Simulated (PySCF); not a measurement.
**C4H8OSi2: electronic excitations**

Aim: predict the electronic excitations of C4H8OSi2 (`C=C[Si@H]1C[SiH2]C1=O`).

Computed with PySCF 2.14.0, with density-fitted response routines of our own, on a single molecule in the gas phase. Atoms count from 0, in the outputs and in this text.

**1. The starting structure**

15 atoms, charge 0, multiplicity 1; geometry from: GFN2-xTB.

Bonds of the start (Å): C0–C1 1.33, C1–Si2 1.88, Si2–C3 1.92, C3–Si4 1.92, Si4–C5 1.96, C5–O6 1.20, C5–Si2 1.97, C0–H7 1.08, C0–H8 1.08, C1–H9 1.08, Si2–H10 1.47, C3–H11 1.09, C3–H12 1.09, Si4–H13 1.46, Si4–H14 1.46.

**2. TDDFT and polarisability: wB97X-D/def2-SVPD**

Job settings and geometry (Å):

```
{"job": {"kind": "uv", "xc": "wB97X-D", "basis": "def2-SVPD", "nstates": 8, "ntriplets": 3}, "charge": 0, "multiplicity": 1}
C     -2.283594    -0.766578    -0.453191
C     -1.980132     0.229481     0.367006
Si    -0.260672     0.600613     1.026380
C      1.037153    -0.807706     0.846968
Si     2.077692    -0.001314    -0.548359
C      0.859855     1.512816    -0.307362
O      0.823759     2.616436    -0.788079
H     -3.281737    -0.919857    -0.834706
H     -1.544853    -1.480881    -0.779500
H     -2.767737     0.916200     0.653788
H     -0.346567     1.237211     2.343228
H      1.605848    -0.974663     1.759566
H      0.615222    -1.775904     0.587429
H      1.962400    -0.644304    -1.856153
H      3.478947     0.266439    -0.233205
```

Level: TDDFT wB97X-D/def2-SVPD, vertical, gas phase, core orbitals frozen in the response.

Run with:

```bash
OMP_NUM_THREADS=1 python probes_run.py task.json out
```

One launch serves the whole session: the jobs run in the order shown.

The program printed:

```text
coarse grid: 13640 points
cycle   1  E = -810.7085043496  dE =  7.997e-01  |g| = 7.738e-01  |ddm| = 5.031e+00
cycle   2  E = -810.5326010943  dE =  1.759e-01  |g| = 1.280e+00  |ddm| = 1.834e+00
cycle   3  E = -810.8439478404  dE = -3.113e-01  |g| = 8.409e-02  |ddm| = 1.123e+00
cycle   4  E = -810.8457256672  dE = -1.778e-03  |g| = 4.580e-02  |ddm| = 1.829e-01
cycle   5  E = -810.8463080402  dE = -5.824e-04  |g| = 7.577e-03  |ddm| = 8.835e-02
cycle   6  E = -810.8463364773  dE = -2.844e-05  |g| = 3.013e-03  |ddm| = 2.692e-02
cycle   7  E = -810.8463412185  dE = -4.741e-06  |g| = 1.071e-03  |ddm| = 9.355e-03
final grid: 122872 points
cycle   8  E = -810.9662573459  dE = -8.224e-05  |g| = 3.501e-03  |ddm| = 1.197e-01
cycle   9  E = -810.9662598567  dE = -2.511e-06  |g| = 2.545e-03  |ddm| = 1.807e-02
cycle  10  E = -810.9662613725  dE = -1.516e-06  |g| = 7.966e-04  |ddm| = 3.744e-03
cycle  11  E = -810.9662614992  dE = -1.266e-07  |g| = 4.598e-04  |ddm| = 1.705e-03
cycle  12  E = -810.9662615493  dE = -5.010e-08  |g| = 1.016e-04  |ddm| = 5.965e-04
cycle  13  E = -810.9662615530  dE = -3.698e-09  |g| = 3.254e-05  |ddm| = 2.279e-04
cycle  14  E = -810.9662615535  dE = -5.421e-10  |g| = 1.393e-05  |ddm| = 9.740e-05
converged SCF energy = -810.9662615535

Static polarisability (au): isotropic 103.053, principal 88.365 100.283 120.512

Singlet excitations
state   eV       nm        f      main configurations
  1   2.0905    593.1   0.00021   H->L 0.97
  2   4.5506    272.5   0.10793   H->L+1 0.92
  3   5.6468    219.6   0.00039   H-1->L 0.59, H-2->L 0.38
  4   5.7284    216.4   0.04320   H->L+2 0.81
  5   5.9037    210.0   0.00090   H->L+3 0.81
  6   6.1157    202.7   0.00617   H-2->L 0.41, H-4->L 0.27, H-1->L 0.23
  7   6.4486    192.3   0.00073   H-4->L 0.45, H-1->L+1 0.18, H-2->L 0.09
  8   6.5076    190.5   0.06242   H-1->L+1 0.37, H-4->L 0.19, H-3->L+1 0.11

Triplet excitations (Tamm-Dancoff, eV): 1.5214 3.9378 4.5675
```

It took 2.1 min on 1 thread of Intel Xeon at 2.50GHz, shared host; peak memory 0.9 GiB.

The orbitals next to the gap, with their largest atomic shares:

| orbital | eV | atoms |
| --- | --- | --- |
| HOMO−3 | -11.21 | C1 22 %, Si2 20 %, C0 12 % |
| HOMO−2 | -10.54 | C3 24 %, C1 19 %, C0 15 % |
| HOMO−1 | -10.24 | C1 29 %, C0 23 %, C3 16 % |
| HOMO | -7.80 | O6 38 %, C5 23 %, Si4 13 % |
| LUMO | -0.21 | C5 34 %, O6 28 %, Si4 12 % |
| LUMO+1 | 0.71 | C0 23 %, C1 22 %, Si2 15 % |
| LUMO+2 | 1.79 | Si4 19 %, C0 12 %, C1 12 % |

With each of the 8 states as a Gaussian band of 0.4 eV half-width at 1/e, the curve within the window shown has maxima at 272 nm (ε 4,400), 214 nm (ε 2,000), 191 nm (ε 2,700) L/(mol cm). Beyond the last state computed it falls off for lack of states. The curve at chosen wavelengths:

| nm | ε (L/mol/cm) |
| --- | --- |
| 182 | 1467 |
| 208 | 1906 |
| 234 | 694 |
| 260 | 3273 |
| 286 | 3252 |
| 312 | 540 |
| 338 | 33 |
| 364 | 1 |
| 390 | 0 |
| 416 | 0 |
| 442 | 0 |
| 468 | 1 |
| 494 | 3 |
| 519 | 5 |
| 545 | 7 |
| 571 | 8 |
| 597 | 8 |
| 623 | 8 |
| 649 | 7 |
| 675 | 6 |
| 701 | 4 |
| 727 | 3 |
| 753 | 2 |
| 779 | 2 |
| 805 | 1 |
| 831 | 1 |

Leading natural transition orbitals of singlet state 2: the hole lies on O6 36 %; C5 22 %; Si2, Si4 about 12 % each; the particle on Si2 15 %; C0, C1 about 12 % each; Si4 9 %.

Leading natural transition orbitals of singlet state 1: the hole lies on O6 43 %; C5 20 %; Si2, Si4 about 12 % each; the particle on C5 47 %; O6 29 %.

Ground-state properties from the same run:

| property | computed |
| --- | --- |
| dipole moment (D) | 2.98 |
| polarisability (Å³) | 15.27 |
| HOMO–LUMO gap (eV) | 7.58 |
| −ε(HOMO) (eV) | 7.80 |

The fields below are evaluated on a grid from the run's orbitals.

Frontier orbitals at wB97X-D/def2-SVPD, with the share of their density that lies nearest to each atom:

| orbital | energy (eV) | lies on |
| --- | --- | --- |
| HOMO | -7.80 | O6 38 %; C5 22 %; Si2, Si4 about 12 % each |
| LUMO | -0.21 | C5 40 %; O6 25 %; Si2, Si4 about 6 % each |

ELF in a plane through or near 6 of the atoms.

Values, 10 rows by 14 columns:
```
0.00 0.00 0.00 0.00 0.00 0.00 0.00 0.00 0.00 0.00 0.00 0.00 0.00 0.00
0.00 0.00 0.00 0.00 0.00 0.00 0.00 0.00 0.00 0.00 0.00 0.00 0.00 0.00
0.00 0.00 0.00 0.00 0.01 0.09 0.03 0.02 0.01 0.01 0.11 0.00 0.00 0.00
0.00 0.00 0.00 0.02 0.05 0.44 0.83 0.61 0.23 0.70 0.99 0.71 0.00 0.00
0.00 0.01 0.95 0.96 0.41 0.70 0.66 0.31 0.88 0.22 0.78 0.06 0.00 0.00
0.00 0.06 1.00 1.00 0.26 0.17 0.19 0.10 0.33 0.87 0.49 0.34 0.01 0.00
0.00 0.00 0.54 0.63 0.20 0.42 0.19 0.01 0.92 0.86 0.83 0.97 0.05 0.00
0.00 0.00 0.00 0.04 0.17 0.13 0.02 0.01 0.98 0.97 0.12 0.22 0.00 0.00
0.00 0.00 0.00 0.00 0.00 0.00 0.00 0.00 0.02 0.03 0.00 0.00 0.00 0.00
0.00 0.00 0.00 0.00 0.00 0.00 0.00 0.00 0.00 0.00 0.00 0.00 0.00 0.00
```
The map spans 12.2 Å across and 9.2 Å up, centred on the molecule. Atoms in the plane (x, y in Å): C0 (2.3, -0.8), C1 (2.0, 0.4), Si4 (-2.1, -0.4), H8 (1.6, -1.6), H9 (2.7, 1.2), H14 (-3.5, -0.1).

log10 of the density (e/Å³) in the same plane.

Ten even steps from ' ' (-4.0) to '@' (1.5):
```
                                                        
                                                        
                  ....::::........                      
                ..::--------::::::........              
              ..::----======------::::::::::..          
          ....::--==++++++++++==============--..        
      ....::----==++++********++++++++****++--::        
    ..::::--======++**######**********####++==::        
    ..--==++++++++****************##%%##**++==::..      
  ..::--==**##**************++****##%%##**++==::..      
  ..::--++######%%@@##**++++++++**######****++--::      
  ..::--==******##@@##**++++====++##%%@@##**++==::..    
    ..::--==++++******++++======**########**++==::..    
    ..::::--====++++++++====--==**####****++==--::      
      ....::----========------==++****++====--::..      
          ..::::--------::::::----====----::::..        
            ....::::::..........::::::::....            
                  ....            ....                  
                                                        
                                                        
```
The map spans 12.2 Å across and 9.2 Å up, centred on the molecule. Atoms in the plane (x, y in Å): C0 (2.3, -0.8), C1 (2.0, 0.4), Si4 (-2.1, -0.4), H8 (1.6, -1.6), H9 (2.7, 1.2), H14 (-3.5, -0.1).

On the surface of density 0.002 e/bohr³ the electrostatic potential runs, from the 1st to the 99th percentile, from -1.59 V near O6 to 1.31 V near C5.

**3. Outcome**

| quantity | value |
| --- | --- |
| lowest singlet (wB97X-D/def2-SVPD) | 2.09 eV (593 nm), f = 0.000 |
| brightest single state of those computed | state 2, 4.55 eV, f = 0.108 |
| lowest triplet | 1.52 eV |
| surface potential, 1st and 99th percentile | -1.59 V and 1.31 V |

In words: The lowest singlet, at 2.09 eV, is HOMO→LUMO 0.97 and is dark; of the 8 states computed, the strongest absorption comes from state 2 at 4.55 eV (the last state computed is bright too, and its partners may lie past the list). The lowest triplet lies 0.57 eV below the lowest singlet (triplets in Tamm-Dancoff, singlets in full TDDFT).
